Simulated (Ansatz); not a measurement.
# C₂H₃NSi (SMILES [SiH2]=C1C=N1): one structure at several levels

Aim: energy, forces and dipole at a frame of a short trajectory, from CCSD(T) and from density functionals.

Computed with Ansatz 0.2.0, Gaussian basis. Level: single points in def2-TZVPP.

Cores are frozen in the correlated methods.

### Step 1. Starting geometry

7 atoms, charge 0, spin multiplicity 1.

Atoms are counted from 1 here; the program's logs count them from 0.

Bond lengths: Si1–C2 1.761 Å, Si1–H5 1.577 Å, Si1–H6 1.462 Å, C2–C3 1.375 Å, C2–N4 1.535 Å, C3–N4 1.271 Å, C3–H7 1.110 Å. Angles: C2–Si1–H5 124.7°, C2–Si1–H6 119.0°, H5–Si1–H6 114.3°, Si1–C2–C3 155.6°, Si1–C2–N4 139.5°, C3–C2–N4 51.4°, C2–C3–N4 70.8°, C2–C3–H7 152.7°, N4–C3–H7 136.6°, C2–N4–C3 57.8°.

As a file:

```
Si   -0.7005    1.1519   -0.4688
C    -0.0384   -0.3726    0.1129
C     0.9334   -1.2054    0.6169
N     0.4478   -1.7192   -0.4394
H    -1.6224    1.3036   -1.7395
H    -0.7180    2.3058    0.4296
H     1.7136   -1.4741    1.3589
```

### Step 2. PBE-D4/def2-TZVPP

run/in.yaml reads:

```yaml
crystal:
  periodic: [false, false, false]
  atoms:
    - {symbol: Si, position_ang: [-0.700492, 1.151922, -0.468832]}
    - {symbol: C, position_ang: [-0.038397, -0.372608, 0.112893]}
    - {symbol: C, position_ang: [0.933410, -1.205358, 0.616886]}
    - {symbol: N, position_ang: [0.447766, -1.719226, -0.439380]}
    - {symbol: H, position_ang: [-1.622395, 1.303635, -1.739536]}
    - {symbol: H, position_ang: [-0.718046, 2.305802, 0.429552]}
    - {symbol: H, position_ang: [1.713553, -1.474055, 1.358870]}
basis:
  gaussian: {orbitals: def2-TZVPP}
hamiltonian: {xc: pbe, dispersion: d4}
output: {forces: true}
```

On the command line:

```bash
$ ansatz run in.yaml --threads 2 --pin off --events-out ev --progress --plain --max-ram 3481MiB
```

### Step 3. r2SCAN-D4/def2-TZVPP

run/in.yaml: that of step 2 with these lines changed.

```diff
@@ -12,3 +12,3 @@
   gaussian: {orbitals: def2-TZVPP}
-hamiltonian: {xc: pbe, dispersion: d4}
+hamiltonian: {xc: r2scan, dispersion: d4}
 output: {forces: true}
```

### Step 4. PBE0-D4/def2-TZVPP

run/in.yaml: that of step 3 with these lines changed.

```diff
@@ -12,3 +12,3 @@
   gaussian: {orbitals: def2-TZVPP}
-hamiltonian: {xc: r2scan, dispersion: d4}
-output: {forces: true}
+hamiltonian: {xc: pbe0, dispersion: d4}
+output: {forces: true, orbitals: {seedname: orbitals}}
```

### Step 5. wB97M-V/def2-TZVPP

run/in.yaml: that of step 4 with these lines changed.

```diff
@@ -12,3 +12,3 @@
   gaussian: {orbitals: def2-TZVPP}
-hamiltonian: {xc: pbe0, dispersion: d4}
-output: {forces: true, orbitals: {seedname: orbitals}}
+hamiltonian: {xc: {name: wB97M-V}}
+output: {forces: true}
```

### Step 6. CCSD(T)/def2-TZVPP

run/in.yaml: that of step 5 with these lines changed.

```diff
@@ -12,3 +12,3 @@
   gaussian: {orbitals: def2-TZVPP}
-hamiltonian: {xc: {name: wB97M-V}}
+correlation: {method: ccsd_t}
 output: {forces: true}
```

(Steps that only read results are left out.)

What does the calculation give? Wanted: energy less free atoms, CCSD(T)/def2-TZVPP; RMS force component; RMS force error; HOMO and LUMO, PBE0-D4; T1 diagnostic.

**Answer**, as computed:

| quantity | value |
| --- | --- |
| energy less free atoms, CCSD(T)/def2-TZVPP | -2433.8 kJ/mol |
| RMS force component | 0.718 to 0.915 eV/Å over the methods |
| RMS force error | PBE-D4 0.206, r2SCAN-D4 0.305, PBE0-D4 0.449, wB97M-V 0.450 eV/Å |
| HOMO and LUMO, PBE0-D4 | -5.79 and -1.66 eV |
| T1 diagnostic | 0.017 |

**Reading.** Against CCSD(T) the functionals' energies less atoms differ by -224.3 to -97.1 kJ/mol, PBE-D4 by -224.3 kJ/mol. A larger basis would deepen the CCSD(T) value, while the functionals are nearly converged already, so the order here is not reliable. On forces the order runs from PBE-D4 to wB97M-V. Frozen-core CCSD(T) forces in triple zeta carry basis errors of their own, and this is one geometry, so small gaps rank nothing. The restricted Hartree–Fock reference is unstable towards an unrestricted one at one or more of these structures.
